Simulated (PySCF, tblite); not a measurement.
# C6H11OP: geometry, infrared bands and NMR shifts

Aim: predict the infrared bands and NMR shifts of C6H11OP (`C=C[P@@](C)(=O)C1CC1`).

The runs use tblite 0.8.0 and PySCF 2.14.0, with density-fitted response routines of our own; the level of theory stands in each step. All values are computed, except where a source is named. Atoms are numbered from 0 throughout.

### Step 1. The starting structure

19 atoms, charge 0, multiplicity 1; geometry from: force field or distance geometry start.

Bonds of the start (Å): C0–C1 1.34, C1–P2 1.76, P2–C3 1.80, P2–O4 1.51, P2–C5 1.81, C5–C6 1.51, C6–C7 1.50, C7–C5 1.51, C0–H8 1.09, C0–H9 1.09, C1–H10 1.08, C3–H11 1.10, C3–H12 1.10, C3–H13 1.09, C5–H14 1.08, C6–H15 1.10, C6–H16 1.08, C7–H17 1.09, C7–H18 1.08.

### Step 2. Geometry optimisation with GFN2-xTB

The job: settings as JSON, then the geometry in Å.

```
{"job": {"kind": "relax", "xc": "GFN2-xTB", "basis": "xTB"}, "charge": 0, "multiplicity": 1}
C     -2.246600    -1.697700    -0.624100
C     -1.499400    -0.611300    -0.865100
P     -0.611800     0.226400     0.396500
C     -1.015600     1.963100     0.160600
O     -0.590100    -0.178300     1.846200
C      1.111800     0.097800    -0.137300
C      2.228500     0.320200     0.852500
C      1.951700    -1.061300     0.341100
H     -2.352900    -2.098500     0.384000
H     -2.786600    -2.200300    -1.421900
H     -1.419000    -0.256000    -1.877000
H     -2.066300     2.140800     0.421500
H     -0.396500     2.578100     0.828900
H     -0.842100     2.268700    -0.867900
H      1.290900     0.453600    -1.144300
H      1.963800     0.529900     1.900000
H      3.129000     0.817400     0.518500
H      1.489400    -1.781600     1.019600
H      2.651900    -1.501600    -0.350900
```

Command:

```
> OMP_NUM_THREADS=1 python probes_run.py task.json out
```

One launch serves the whole session: the jobs run in the order shown.

**Question.** This job is followed by: GFN2-xTB harmonic vibrations, gas phase; GIAO PBE0/pcSseg-1 NMR shielding, non-relativistic, gas phase. What will the session give for the following? strongest single infrared mode (GFN2-xTB); zero-point energy (GFN2-xTB); 13C shifts against TMS (PBE0/pcSseg-1); 1H shifts against TMS (PBE0/pcSseg-1, means over atoms taken as alike); 31P shifts against H3PO4 (PBE0/pcSseg-1); 17O shifts against H2O (PBE0/pcSseg-1).

The runs gave:

| quantity | value |
| --- | --- |
| strongest single infrared mode (GFN2-xTB) | 1264 cm⁻¹, 209 km/mol |
| zero-point energy (GFN2-xTB) | 96.4 kcal/mol |
| 13C shifts against TMS (PBE0/pcSseg-1) | 143.0, 141.4, 19.5, 12.2, 2.7, 2.2 ppm |
| 1H shifts against TMS (PBE0/pcSseg-1, means over atoms taken as alike) | 6.69, 6.50, 6.35, 1.36, 0.91, 0.84, 0.63, 0.55, 0.44 ppm |
| 31P shifts against H3PO4 (PBE0/pcSseg-1) | 3.4 ppm |
| 17O shifts against H2O (PBE0/pcSseg-1) | 58.9 ppm |

What this shows: The optimisation took 42 steps and gained 0.334 eV; among the close pairs (by a distance rule), C1–P2 changed most, from 1.755 to 1.816 Å. No mode is imaginary among the 51: a minimum at this level. The strongest single mode, at 1264 cm⁻¹, moves mainly O4 and P2. Unscaled tight-binding wavenumbers are off by several per cent, some by more. Its intensities can rank the bands wrongly. The most deshielded carbon is C1 (alkene CH), at 143.0 ppm: the olefinic region. At PBE0/pcSseg-1: The largest span, 260 ppm, is at C0, where the paramagnetic term is -209 ppm.
